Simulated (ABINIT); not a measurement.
Crystal: BIr.

```xyz
2
Lattice="3.0421 0.0000 0.0000 -1.5211 2.6345 0.0000 0.0000 0.0000 2.7030" Properties=species:S:1:pos:R:3 pbc="T T T"
Ir    1.5211    0.8782    0.0000
B     0.0000    0.0000    1.3515
```

The cell comes from a database or a generator and needn't be the stable form of this composition.

```yaml
Program: ABINIT 10.8.3 (patched build)
Task: relaxation of cell and atoms
Functional: PBEsol
Potentials_or_basis: JTH PAW PBE v2.0
Cutoff: 435 eV
k_mesh: 8 × 8 × 8
Occupations: fermi-dirac, width 0.05 eV
Spin: no spin polarisation
```

At the start: pressure -4.4 GPa; volume 10.83 Å³/atom.

Question: How do energy, volume and symmetry change on relaxing?

Answer: Over 5 steps the energy falls by 2.5 meV/atom and the volume is 10.67 Å³/atom (-1.5 %); space group P-6m2 (No. 187, to 0.05 Å).

The path:
| step | energy change (eV) | largest force (eV/Å) | pressure (GPa) | volume (Å³) |
| --- | --- | --- | --- | --- |
| 1 | 0.0000 | 0.0000 | -4.41 | 21.66 |
| 2 | -0.0044 | 0.0000 | -0.13 | 21.37 |
| 3 | -0.0048 | 0.0000 | 0.11 | 21.35 |
| 4 | -0.0050 | 0.0000 | 0.04 | 21.34 |
| 5 | -0.0050 | 0.0000 | 0.00 | 21.34 |

Final structure:
```
Ir B
1.0
     3.01957    0.00000    0.00000
    -1.50978    2.61502    0.00000
     0.00000    0.00000    2.70259
Ir B
1 1
Direct
  0.66667 0.33333 0.00000
  0.00000 0.00000 0.50000
```

Caveat: the PAW data sets were made with another functional, which shifts forces and pressure a little; the atomic spheres overlap.
